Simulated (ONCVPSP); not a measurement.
**An ONCV potential for tin, from input to tests**

Do these settings give a usable potential? It is generated, then checked for transferability, scattering, ghosts and hardness.

The numbers are computed with ONCVPSP 4.0.1 (LDA (Perdew-Wang 92), scalar-relativistic, spin-unpolarised reference atom).

### Step 1. Settings

Typed settings, in words:

- element: tin (Sn, Z = 50)
- type: optimised norm-conserving Vanderbilt (ONCV)
- frozen core: [Kr]
- valence charge: 14
- reference configuration: 4d10 5s1.75 5p2.25
- partial waves: 5s: rc 1.75 bohr, ncon 4, nbas 7, qcut 4.6 1/bohr, 3 projectors, debl 2.3 Ha; 5p: rc 2.70 bohr, ncon 3, nbas 7, qcut 2.8 1/bohr, 1 projector; 4d: rc 1.40 bohr, ncon 3, nbas 8, qcut 13.5 1/bohr, 2 projectors, debl 2.5 Ha
- local potential: polynomial inside 1.25 bohr (lpopt 5, dvloc0 0 Ha)
- core correction: Teter function, fcfact 5, rcfact 1.25

An earlier all-electron run gives the scale for the radii.

All-electron outer shells of the reference configuration (LDA (PZ), scalar-relativistic, ld1.x):

```csv
shell,level (eV),outermost node (bohr),outermost maximum (bohr)
4s,-134.04,0.40,0.74
4p,-89.95,0.41,0.79
4d,-26.27,0.39,0.88
5s,-11.04,0.98,1.99
5p,-4.03,1.09,2.52
```

### Step 2. Generating the potential

Contents of Sn.dat:

```
# ATOM AND REFERENCE CONFIGURATION
# atsym  z   nc   nv     iexc    psfile
  Sn 50.00    8    3  -001012      upf
#
#   n    l    f
    1    0    2.00
    2    0    2.00
    2    1    6.00
    3    0    2.00
    3    1    6.00
    3    2   10.00
    4    0    2.00
    4    1    6.00
    4    2   10.00
    5    0    1.75
    5    1    2.25
#
# PSEUDOPOTENTIAL AND OPTIMIZATION
# lmax
    2
#
#   l,   rc,      ep,       ncon, nbas, qcut
    0    1.75    0.00    4    7    4.60
    1    2.70    0.00    3    7    2.80
    2    1.40    0.00    3    8   13.50
#
# LOCAL POTENTIAL
# lloc, lpopt,  rc(5),   dvloc0
    4    5    1.25    0.00
#
# VANDERBILT-KLEINMAN-BYLANDER PROJECTORs
# l, nproj, debl
    0    3    2.30
    1    1    3.80
    2    2    2.50
#
# MODEL CORE CHARGE
# icmod, fcfact, rcfact
    3    5.00    1.25
#
# LOG DERIVATIVE ANALYSIS
# epsh1, epsh2, depsh
   -2.00    5.00    0.02
#
# OUTPUT GRID
# rlmax, drl
    6.00    0.01
#
# TEST CONFIGURATIONS
# ncnf
    4
# nvcnf
#   n    l    f
    3
    4    2   10.00
    5    0    2.00
    5    1    2.00
#
    3
    4    2   10.00
    5    0    2.00
    5    1    1.00
#
    3
    4    2   10.00
    5    0    2.00
    5    1    0.00
#
    3
    4    2   10.00
    5    0    1.00
    5    1    2.00
#
```

Started as:

```sh
$ oncvpsp.x < Sn.dat > Sn.out
```

Q: Predict the outcome of this session. Wanted: cutoffs for 1 and 0.1 mHa per electron, occupied waves; bound ghosts; GHOST(+) flags; largest test error; largest phase difference near zero energy, channels read; rms error of d²Exc/dn², without and with the model core.

**Answer**, as computed:

| quantity | value |
| --- | --- |
| cutoffs for 1 and 0.1 mHa per electron, occupied waves | 45 Ha and 54 Ha |
| bound ghosts | s at -148.35 eV, p at -25.28 eV |
| GHOST(+) flags | s at 277 eV |
| largest test error (AE − PS) | -22 meV, for 4d10 5s2 5p0 |
| largest phase difference near zero energy, channels read | 0.000 rad |
| rms error of d²Exc/dn², without and with the model core | 4.82 and 1.73 mHa |

In words: It has a bound ghost (s, p), a state that the atom doesn't have, and that rules the file out. By total energies transferability is good: the largest error is 22 meV on 19.6 eV, for 4d10 5s2 5p0. Atomic tests can pass in spite of a ghost, since they solve only for the levels asked. By its cutoff, 45 Ha for the looser tolerance, it is hard. At the looser tolerance the 4d wave is the slowest; 5s needs 8 Ha. Near zero energy the phases of the channels with partial waves that could be evaluated agree within 0.001 rad. The program also flags highly localised states, GHOST(+) (s).
